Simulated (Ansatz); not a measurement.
# AlCl3: the cost of one run

The runs use Ansatz 0.2.0, Gaussian basis; PBE0-D4/def2-TZVP structures, single points in def2-TZVPP, no counterpoise correction.

Levels: SPW92, PBE-D4, BLYP-D4, r2SCAN-D4, B97M-V, PBE0-D4, B3LYP-D4, r2SCAN0-D4, BHLYP-D4, CAM-B3LYP-D4, wB97X-V, wB97M-V, B2PLYP, PBE-QIDH, RPA on PBE, Hartree-Fock, MP2, CCSD, CCSD(T).

Correlated methods freeze the cores. B3LYP uses VWN-RPA correlation. B2PLYP carries no dispersion term here.

94 further runs of the same task are left out: 94 set aside as unsound or not needed.

**1. Starting geometry**

The complex: 9 atoms, charge 0, spin multiplicity 1.

Atoms are counted from 1 here; the program's logs count them from 0.

Bond lengths: Al1–Cl2 2.140 Å, Al1–Cl3 2.107 Å, Al1–Cl4 2.107 Å, Al1–Si6 2.543 Å, H5–H7 0.802 Å, Si6–H8 1.491 Å, Si6–H9 1.491 Å. Angles: Cl2–Al1–Cl3 115.2°, Cl2–Al1–Cl4 115.2°, Cl2–Al1–Si6 96.4°, Cl3–Al1–Cl4 117.4°, Cl3–Al1–Si6 104.4°, Cl4–Al1–Si6 104.4°, Al1–Si6–H8 127.4°, Al1–Si6–H9 127.7°, H8–Si6–H9 104.7°.

Coordinates:

```xyz
9
AlCl3H4Si
Al   -1.03125    0.00234   -1.16231
Cl    0.66460    0.73943   -2.23896
Cl   -1.61433   -1.96353   -1.64658
Cl   -2.56131    1.41063   -0.82356
H     1.54530    0.37487    0.11113
Si    0.13545   -0.21775    1.08663
H     1.88208    0.28880    0.83378
H     0.20130    0.79787    2.17580
H     0.77817   -1.43257    1.66408
```

Its parts: AlCl3 holds atoms 1, 2, 3, 4; SiH4 holds atoms 5, 6, 7, 8, 9. Each part counts its atoms afresh in its own runs.

**2. Relaxing AlCl3 alone**

Input file relax-a/in.yaml:

```yaml
crystal:
  periodic: [false, false, false]
  atoms:
    - {symbol: Al, position_ang: [-1.031252, 0.002344, -1.162315]}
    - {symbol: Cl, position_ang: [0.664598, 0.739432, -2.238963]}
    - {symbol: Cl, position_ang: [-1.614328, -1.963529, -1.646578]}
    - {symbol: Cl, position_ang: [-2.561312, 1.410628, -0.823562]}
basis:
  gaussian: {orbitals: def2-TZVP}
hamiltonian: {xc: pbe0, dispersion: d4}
relax: {f_tol: 0.005, max_steps: 200}
```

Launch:

```sh
> ansatz run in.yaml --threads 8 --pin off --events-out ev --progress --plain --max-ram 19148MiB
```

**Question.** How long does this run take on 8 threads of Arm Neoverse V1, shared host?

About 4.3 s.
